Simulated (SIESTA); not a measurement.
The system is LiO8.

```
O Li
1.0
     4.07239   -3.04816    0.00000
     4.07239    3.04816    0.00000
    -2.97680    0.00000    4.04461
O Li
8 1
Cartesian
  6.5323 0.1440 0.6082
  -1.3644 0.1440 3.4364
  3.5878 0.0961 3.3981
  1.5802 0.0961 0.6465
  4.1081 1.4447 0.6284
  1.0599 1.4447 3.4162
  1.1149 -1.4366 3.4284
  4.0531 -1.4366 0.6162
  2.5840 1.5355 2.0223
```

The cell comes from a database or a generator and needn't be the stable form of this composition.

| Item | Value |
| --- | --- |
| Program | SIESTA 5.4.2 |
| Task | single point |
| Functional | PBE |
| Potentials or basis | PseudoDojo 0.4 standard (PBE files) |
| Basis | DZP (energy shift 0.003 Ry; two zetas on semicore shells) |
| Grid cutoff | 800 Ry |
| Energy shift | 0.003 Ry |
| k mesh | 6 × 6 × 7 |
| Occupations | fermi-dirac, width 0.05 eV |
| Spin | no spin polarisation |

On this cell: pressure 0.1 GPa; largest force 0.233 eV/Å; band gap on the k mesh none (metal or under the smearing width).

The same run follows on a disturbed copy (atoms moved at random, drawn with an rms of 0.05 Å):

```
O Li
1.0
     4.07239   -3.04816    0.00000
     4.07239    3.04816    0.00000
    -2.97680    0.00000    4.04461
O Li
8 1
Direct
  0.83347 0.88241 0.15329
  0.11020 0.17572 0.85141
  0.72943 0.76374 0.83854
  0.23064 0.27844 0.16824
  0.33040 0.79303 0.15918
  0.21111 0.66916 0.84383
  0.67883 0.21060 0.84610
  0.78920 0.31904 0.15302
  0.24733 0.75107 0.49550
```

What changes?

The energy (extrapolated to zero smearing) moves by +4.8 meV/atom; pressure -2.6 GPa; largest force 1.343 eV/Å; band gap on the k mesh none (metal or under the smearing width).

Forces on the atoms (eV/Å):
```
O    0.010  0.018 -0.852
O    0.136 -0.186  1.081
O   -0.016 -0.099  0.833
O   -0.036 -0.023 -1.342
O    0.205 -0.016 -0.847
O   -0.172  0.130  0.839
O    0.110 -0.045  0.642
O   -0.205  0.176 -0.461
Li  -0.033  0.049  0.109
```

Stress tensor (GPa, compression positive):
```
-0.31 -0.11 -0.50
-0.11 -0.26  0.27
-0.50  0.27 -7.36
```

Caveats: the basis of atomic orbitals isn't converged, which shifts pressures, moduli and gaps; an odd number of electrons without spin polarisation forces a metal; a magnetic or distorted state may lie lower.
